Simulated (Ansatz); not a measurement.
CO2 on several prototypes, a ranking of structure types by relaxed energy

Computed with Ansatz 0.2.0, Python API.

Run as a notebook:

**Cell 1**
```python
import ansatz as az
import spglib

XC = "pbesol"
CUTOFF = 520
KSPACING = 0.3
FILLING = "fermi_dirac"
SIGMA = 0.02
```

**Cell 2**
```python
def rutile(a_site, b_site, a):
    return (
        az.Lattice.from_parameters(a, a, 0.65 * a, alpha=90, beta=90, gamma=90)
        .space_group(136)
        .atom(a_site, (0, 0, 0))
        .atom(b_site, (0.305, 0.305, 0))
    )
```

**Cell 3**
```python
def alb2(a_site, b_site, a):
    return (
        az.Lattice.from_parameters(a, a, 1.1 * a, alpha=90, beta=90, gamma=120)
        .space_group(191)
        .atom(a_site, (0, 0, 0))
        .atom(b_site, (1 / 3, 2 / 3, 0.5))
    )
```

**Cell 4**
```python
def cdi2(a_site, b_site, a):
    return (
        az.Lattice.from_parameters(a, a, 1.6 * a, alpha=90, beta=90, gamma=120)
        .space_group(164)
        .atom(a_site, (0, 0, 0))
        .atom(b_site, (1 / 3, 2 / 3, 0.25))
    )
```

**Cell 5**
```python
def fluorite(a_site, b_site, a):
    return (
        az.Lattice.fcc(a)
        .space_group(225)
        .atom(a_site, (0, 0, 0))
        .atom(b_site, (0.25, 0.25, 0.25))
        .primitive()
    )


def run_phase(name, crystal):
    calc = (
        crystal.calculation()
        .functional(XC)
        .basis(CUTOFF)
        .kpoints(spacing=KSPACING)
        .occupations(FILLING, width=SIGMA)
        .stress()
        .band_table()
    )
    calc = calc.relax(force_tolerance=0.02, max_steps=40, cell=True)
    return calc.run()

def relaxed_twice(name, crystal):
    # the second pass draws mesh and plane waves anew for the relaxed cell
    first = run_phase(name, crystal)
    again = az.Crystal(lattice=az.Lattice.of(first.lattice.cell_ang))
    for site in first.report["lattice"]["sites"]:
        again = again.atom(site["symbol"], site["position_frac"])
    return run_phase(name, again)
```

**Cell 6**
```python
def gap_ev(outcome):
    # nan where the run reports no band edges: a metal, overlapping bands, or a gap that is small against the smearing
    edges = outcome.report.get("band_edges_ev")
    return edges[1] - edges[0] if edges else float("nan")
```

**Cell 7**
```python
def space_group(outcome):
    sites = outcome.report["lattice"]["sites"]
    kinds = sorted({site["symbol"] for site in sites})
    cell = (outcome.lattice.cell_ang, [site["position_frac"] for site in sites], [kinds.index(site["symbol"]) for site in sites])
    return spglib.get_spacegroup(cell, symprec=0.01)
```

**Cell 8**
```python
# a is a first guess in angstrom
phases = {}
phases["rutile"] = rutile("C", "O", 4.27)
phases["AlB2"] = alb2("C", "O", 2.86)
phases["CdI2"] = cdi2("C", "O", 2.69)
phases["fluorite"] = fluorite("C", "O", 4.55)
```

**Cell 9**
```python
done = {}
for name, crystal in phases.items():
    done[name] = relaxed_twice(name, crystal)
    print(f"{name}: {done[name].report['energy_sigma0_ev']:.4f} eV, {len(done[name].lattice.sites)} atoms")
```
Output:
```text
rutile: -2726.3640 eV, 6 atoms
AlB2: -1354.5581 eV, 3 atoms
CdI2: -1362.5608 eV, 3 atoms
fluorite: -1356.7315 eV, 3 atoms
```

**Cell 10**
```python
energy = {name: o.report["energy_sigma0_ev"] / len(o.lattice.sites) for name, o in done.items()}
lowest = min(energy.values())
rows = [(name, len(o.lattice.sites), 1000 * (energy[name] - lowest), gap_ev(o), space_group(o)) for name, o in done.items()]
rows.sort(key=lambda row: row[2])
print("     phase       atoms  dE (meV/atom)    gap (eV)  space group")
for row in rows:
    print(f"{str(row[0]):>10}  {row[1]:10d}  {row[2]:13.1f}  {row[3]:10.2f}  {str(row[4]):>11}")
print("lowest in energy:", rows[0][0])
```
Output:
```text
     phase       atoms  dE (meV/atom)    gap (eV)  space group
    rutile           6            0.0         nan  P4_2/mnm (136)
      CdI2           3          207.1        4.82  P-3m1 (164)
  fluorite           3         2150.2         nan  Fm-3m (225)
      AlB2           3         2874.6         nan  P6/mmm (191)
lowest in energy: rutile
```

What to keep in mind:
- Absolute energies stand on the zero of these potentials, so only differences at equal settings mean something.
- For the metals among these phases the mesh is modest: differences between phases can be off by up to 40 meV an atom.
- Gaps and levels are Kohn-Sham values on a finite set of k-points.
- The cells are built on prototypes, so most aren't the phase found in nature. Rows bear the name of their start, and a relaxation keeps or raises the symmetry. Differences under about 40 meV an atom lie within the error of mesh and functional.
- Timing: 2.2 min on 1 thread of Arm Neoverse V1, with other jobs on the host, peak memory 0.44 GiB.
